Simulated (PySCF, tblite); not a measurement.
# C3H11NOSi3: infrared bands and NMR shifts

Wanted: the infrared bands and NMR shifts of C3H11NOSi3 (`CC[SiH2][Si@@H](C#N)O[SiH3]`), by calculation.

Programs: tblite 0.8.0 and PySCF 2.14.0, with density-fitted response routines of our own. Each step states its level of theory. These are calculated values for one molecule in the gas phase, unless marked as measured. Atoms are numbered from 0 throughout.

### Step 1. Starting geometry

19 atoms, charge 0, multiplicity 1; geometry from: GFN2-xTB.

Bonds of the start (Å): C0–C1 1.52, C1–Si2 1.91, Si2–Si3 2.31, Si3–C4 1.88, C4–N5 1.15, Si3–O6 1.62, O6–Si7 1.62, C0–H8 1.09, C0–H9 1.09, C0–H10 1.09, C1–H11 1.09, C1–H12 1.09, Si2–H13 1.47, Si2–H14 1.48, Si3–H15 1.47, Si7–H16 1.46, Si7–H17 1.46, Si7–H18 1.46.

### Step 2. Infrared spectrum with GFN2-xTB

Job settings and geometry (Å):

```
{"job": {"kind": "ir", "xc": "GFN2-xTB", "basis": "xTB"}, "charge": 0, "multiplicity": 1}
C     -2.917552    -0.661240    -0.355605
C     -2.278075    -0.008414     0.864930
Si    -0.460437    -0.526707     1.110213
Si     0.744526    -0.075424    -0.809367
C      0.321130     1.623677    -1.490437
N      0.023740     2.666963    -1.861151
O      2.321509    -0.039184    -0.437244
Si     3.819223     0.308131     0.077616
H     -2.412751    -0.350663    -1.269403
H     -2.861225    -1.745696    -0.285328
H     -3.966879    -0.382915    -0.440205
H     -2.853110    -0.273401     1.753050
H     -2.349753     1.076141     0.763385
H      0.046783     0.155003     2.314118
H     -0.440183    -1.968768     1.419567
H      0.673762    -0.939610    -1.994895
H      4.229405    -0.880306     0.822619
H      3.724154     1.492752     0.927265
H      4.625929     0.538913    -1.116588
```

**Question.** This job is followed by: GIAO PBE0/pcSseg-1 NMR shielding, non-relativistic, gas phase. Predict these results of the whole session: strongest single infrared mode (GFN2-xTB); zero-point energy (GFN2-xTB); 13C shifts against TMS (PBE0/pcSseg-1); 1H shifts against TMS (PBE0/pcSseg-1, means over atoms taken as alike); 29Si shifts against TMS (PBE0/pcSseg-1); 15N shifts against NH3 (PBE0/pcSseg-1); 17O shifts against H2O (PBE0/pcSseg-1).

**Answer**, as computed:

| quantity | value |
| --- | --- |
| strongest single infrared mode (GFN2-xTB) | 1101 cm⁻¹, 731 km/mol |
| zero-point energy (GFN2-xTB) | 79.3 kcal/mol |
| 13C shifts against TMS (PBE0/pcSseg-1) | 126.4, 14.3, 4.5 ppm |
| 1H shifts against TMS (PBE0/pcSseg-1, means over atoms taken as alike) | 5.75, 5.12, 4.22, 3.95, 1.13, 1.07, 0.94 ppm |
| 29Si shifts against TMS (PBE0/pcSseg-1) | -40.8, -41.1, -69.9 ppm |
| 15N shifts against NH3 (PBE0/pcSseg-1) | 362.2 ppm |
| 17O shifts against H2O (PBE0/pcSseg-1) | 1.0 ppm |

What this shows: No mode is imaginary among the 51: a minimum at this level. The strongest single mode, at 1101 cm⁻¹, moves mainly O6. Unscaled tight-binding wavenumbers are off by several per cent, some by more. Its intensities can rank the bands wrongly. At PBE0/pcSseg-1: The largest span, 568 ppm, is at N5, where the paramagnetic term is -433 ppm.
